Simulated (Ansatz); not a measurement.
**One shape, several levels: singlet CH4Ga−**

We compute a comparison of 6 runs (HF/aug-cc-pVDZ, B3LYP/6-31G*, PBE/aug-cc-pVDZ, SVWN5/aug-cc-pVDZ, r2SCAN/aug-cc-pVDZ, CCSD(T)/aug-cc-pVDZ) of singlet CH4Ga−. 

The calculation is run with Ansatz 0.2.0.

35 further runs of the same task are left out: 35 set aside as unsound or not needed. Runs told in other sessions of the task aren't counted.

### Step 1. The structure to begin with

CH4Ga−: 6 atoms, total charge -1, spin state singlet. As SMILES of the parent species, `[CH3][GaH]`. The coordinates come from a PBE0-D4/def2-TZVP relaxation. That shape belongs to the parent species and isn't relaxed for this state.

Bond lengths: C1–Ga2 1.990 Å, C1–H3 1.089 Å, C1–H4 1.095 Å, C1–H5 1.094 Å, Ga2–H6 1.603 Å. Angles: C1–Ga2–H6 119.3°, Ga2–C1–H3 113.1°, Ga2–C1–H4 108.5°, Ga2–C1–H5 108.8°, H3–C1–H4 109.1°, H3–C1–H5 109.3°, H4–C1–H5 107.8°.

### Step 2. A single-point energy at HF/aug-cc-pVDZ (run 1)

The input, run.yaml:

```yaml
crystal:
  periodic: [false, false, false]
  atoms:
    - {symbol: C, position_ang: [-0.029300, -0.418300, -0.518000]}
    - {symbol: Ga, position_ang: [0.685700, 0.372600, 1.162100]}
    - {symbol: H, position_ang: [0.574700, -1.243100, -0.892900]}
    - {symbol: H, position_ang: [-1.046400, -0.775600, -0.328700]}
    - {symbol: H, position_ang: [-0.085700, 0.364700, -1.280300]}
    - {symbol: H, position_ang: [-0.056900, 1.635600, 1.811600]}
basis:
  gaussian:
    orbitals: aug-cc-pVDZ
accuracy: high
total_charge: -1
hamiltonian:
  xc: hf
output:
  orbitals: {seedname: orbitals}
```

Started as:

```console
$ ansatz run run.yaml --threads 1 --pin off --max-ram 2610MiB --events-out events.jsonl --progress --plain --runs-dir runs
```

Output:

```text
Warning: RAYON_NUM_THREADS=1 ignored (pool sized by the plan → 1); use --threads N
Functional definition: HF
  name "HF"
  exchange = exact_x
  correlation = 0
1881 factors; integrals over basis functions are off by at most 4.4e-9 eV
mean field evaluation 1: about -53424.5352 eV, gradient 1.5e1 eV
mean field evaluation 2: about -53424.5393 eV, gradient 1.5e1 eV
mean field evaluation 4: about -53425.6582 eV, gradient 1.5e0 eV
mean field evaluation 8: about -53425.6838 eV, gradient 6.3e-2 eV
mean field -53425.68402474 eV, -1963.3576746801 hartree, gradient 1.5e-8 eV, S^2 0.000000; 0 other end points of the search recorded, 0 dependent functions left out
reference -53425.68402474 eV, -1963.3576746801 hartree; 21, 21 occupied and 74, 74 virtual orbitals, 1881 factors
Total energy: -53425.68402474 eV, -1963.3576746801 hartree
```

Run time: 3.6 s. Hardware: 1 thread of Arm Neoverse V2, shared host; peak memory 0.26 GiB.

### Step 3. A single-point energy at B3LYP/6-31G(d) (spherical functions) (run 2)

The input, in.yaml:

```yaml
crystal:
  periodic: [false, false, false]
  atoms:
    - {symbol: C, position_ang: [-0.029300, -0.418300, -0.518000]}
    - {symbol: Ga, position_ang: [0.685700, 0.372600, 1.162100]}
    - {symbol: H, position_ang: [0.574700, -1.243100, -0.892900]}
    - {symbol: H, position_ang: [-1.046400, -0.775600, -0.328700]}
    - {symbol: H, position_ang: [-0.085700, 0.364700, -1.280300]}
    - {symbol: H, position_ang: [-0.056900, 1.635600, 1.811600]}
basis:
  gaussian:
    orbitals: 6-31G_st_-spherical.json
total_charge: -1
hamiltonian:
  xc: {name: B3LYP}
accuracy: high
output: {orbitals: {seedname: orbitals}}
```

The basis set 6-31G* is read from a file made from the Basis Set Exchange's data (not shown).

Started as:

```console
$ ansatz run in.yaml --threads 1 --pin off --max-ram 2610MiB --events-out events.jsonl --progress --plain --runs-dir runs
```

Output:

```text
Warning: RAYON_NUM_THREADS=1 ignored (pool sized by the plan → 1); use --threads N
Functional definition: B3LYP
  name "B3LYP"
  parameter a0 = 0.2
  parameter ax = 0.72
  parameter ac = 0.81
  exchange = (1 - a0 - ax)*slater_x + ax*b88_x + a0*exact_x
  correlation = (1 - ac)*vwn_rpa_c + ac*lyp_c
1154 factors; integrals over basis functions are off by at most 4.3e-9 eV
mean field evaluation 1: about -53471.6445 eV, gradient 2.5e1 eV
mean field evaluation 2: about -53471.7702 eV, gradient 2.9e1 eV
mean field evaluation 4: about -53472.9058 eV, gradient 4.7e-1 eV
mean field evaluation 8: about -53472.9802 eV, gradient 1.5e-1 eV
mean field evaluation 16: about -53472.9803 eV, gradient 7.1e-6 eV
mean field -53472.98029363 eV, -1965.0957805031 hartree, gradient 4.8e-8 eV, S^2 0.000000; 0 other end points of the search recorded, 0 dependent functions left out
reference -53472.98032873 eV, -1965.0957817931 hartree; 21, 21 occupied and 33, 33 virtual orbitals, 1154 factors
Total energy: -53472.98032873 eV, -1965.0957817931 hartree
```

It took 3.6 s on 1 thread of Arm Neoverse V2, shared host; peak memory 0.15 GiB.

Runs 3 to 5 aren't shown in full; the table further down has their settings and results.

### Step 4. The energy at CCSD(T)/aug-cc-pVDZ (run 6)

The input, run.yaml:

```yaml
crystal:
  periodic: [false, false, false]
  atoms:
    - symbol: C
      position_ang: [-0.029300, -0.418300, -0.518000]
    - symbol: Ga
      position_ang: [0.685700, 0.372600, 1.162100]
    - symbol: H
      position_ang: [0.574700, -1.243100, -0.892900]
    - symbol: H
      position_ang: [-1.046400, -0.775600, -0.328700]
    - symbol: H
      position_ang: [-0.085700, 0.364700, -1.280300]
    - symbol: H
      position_ang: [-0.056900, 1.635600, 1.811600]
basis:
  gaussian:
    orbitals: aug-cc-pVDZ
total_charge: -1
correlation:
  method: ccsd_t
  frozen_orbitals: {C: 1, Ga: 9, H: 0}
accuracy: high
scf:
  omitted_lower_state_checks: [cluster_reference, increment]
```

Started as:

```console
$ ansatz run run.yaml --threads 1 --pin off --max-ram 2610MiB --events-out events.jsonl --progress --plain --runs-dir runs
```

Output:

```text
Warning: RAYON_NUM_THREADS=1 ignored (pool sized by the plan → 1); use --threads N
[... 11 lines left out ...]
10 core orbitals not correlated: weight in the atoms' cores, before any rotation towards them, 1.000 or more for the frozen orbitals, at most 0.000 for the correlated occupied ones
[... 34 lines left out ...]
Total energy: -53434.03850660 eV, -1963.6646962252 hartree
Checks for a lower state left out: cluster_reference, increment
```

Run time: 25 s. Hardware: 1 thread of Arm Neoverse V2, shared host; peak memory 0.57 GiB.

### Step 5. Overview of the runs

| run | level | frozen core orbitals | energy (Eh) | HOMO energy (eV) | LUMO energy (eV) | HOMO–LUMO gap (eV) | wall time |
| --- | --- | --- | --- | --- | --- | --- | --- |
| 1 | HF/aug-cc-pVDZ | – | -1963.357675 | -0.50 | 3.43 | 3.93 | 3.6 s |
| 2 | B3LYP/6-31G* (spherical functions) | – | -1965.095782 | 1.92 | 3.87 | 1.95 | 3.6 s |
| 3 | PBE/aug-cc-pVDZ | – | -1964.948176 | 1.46 | 2.26 | 0.81 | 8.4 s |
| 4 | SVWN5/aug-cc-pVDZ | – | -1961.885826 | 1.38 | 2.16 | 0.78 | 5.1 s |
| 5 | r2SCAN/aug-cc-pVDZ | – | -1965.258911 | 1.45 | 2.56 | 1.11 | 16 s |
| 6 | CCSD(T)/aug-cc-pVDZ | 10 | -1963.664696 | – | – | – | 25 s |

### Step 6. Results

```
                                           quantity           value
                                run 6: total energy  -1963.66470 Eh
run 6: correlation energy (10 core orbitals frozen)      -307.0 mEh
                              run 6: (T) correction      -10.97 mEh
                               run 6: T1 diagnostic           0.013
```

Over runs 1, 2, 3, 4, 5 the HOMO–LUMO gap runs from 0.78 eV (SVWN5/aug-cc-pVDZ) to 3.93 eV (HF/aug-cc-pVDZ). Exact exchange widens orbital gaps. The empty levels of an anion lie above zero and hang on the basis. Totals of different functionals can't be ranked against each other. In runs 2, 3, 4, 5 the HOMO lies above zero, from self-interaction, a short basis or an electron that isn't bound. In run 6 the log says that unrestricted orbitals would lower the reference, so the values rest on an unstable closed-shell determinant (other closed-shell runs at this shape may share the fault). All runs together took 61 s, the longest 25 s.
